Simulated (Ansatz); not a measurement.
A run of Ansatz 0.2.0 is set up as follows.

input.yaml

```yaml
crystal:
  lattice:
    - [-1.75621184, 1.75621184, 3.46917857]
    - [1.75621184, -1.75621184, 3.46917857]
    - [1.75621184, 1.75621184, -3.46917857]
  atoms:
    - { symbol: Cu, position: [0.0, 0.0, 0.0], spin: 0.6 }
    - { symbol: Ni, position: [0.5, 0.5, 0.0], spin: 1.0 }
    - { symbol: Ni, position: [0.25, 0.75, 0.5], spin: 1.0 }
    - { symbol: Ni, position: [0.75, 0.25, 0.5], spin: 1.0 }
kpoints:
  mp_grid: { grid: [11, 11, 11] }
scf:
  occupations: { method: fermi_dirac, width: 0.05 }
hamiltonian:
  xc: pbesol
  pseudopotentials: { kind: all_electron, lapw: { basis_error: 0.001 } }
magnetization:
  spin_polarized: true
output:
  forces: true
  stress: true
  eigenvalues: true
  populations: true
```

Potentials or basis: all-electron LAPW, scalar-relativistic.

Run with:

```sh
$ ansatz run input.yaml --threads 4 --pin off --max-ram 12288MiB --backend cpu --events-out ev --progress --plain --runs-dir out
```

Q: What does it give for the net moment?

A: 1.54 μB per cell.

Q: Estimate the pressure.

A: -2.3 GPa.

Stress tensor (GPa, compression positive):
```
-2.51  0.00  0.00
 0.00 -2.51  0.00
 0.00  0.00 -1.87
```
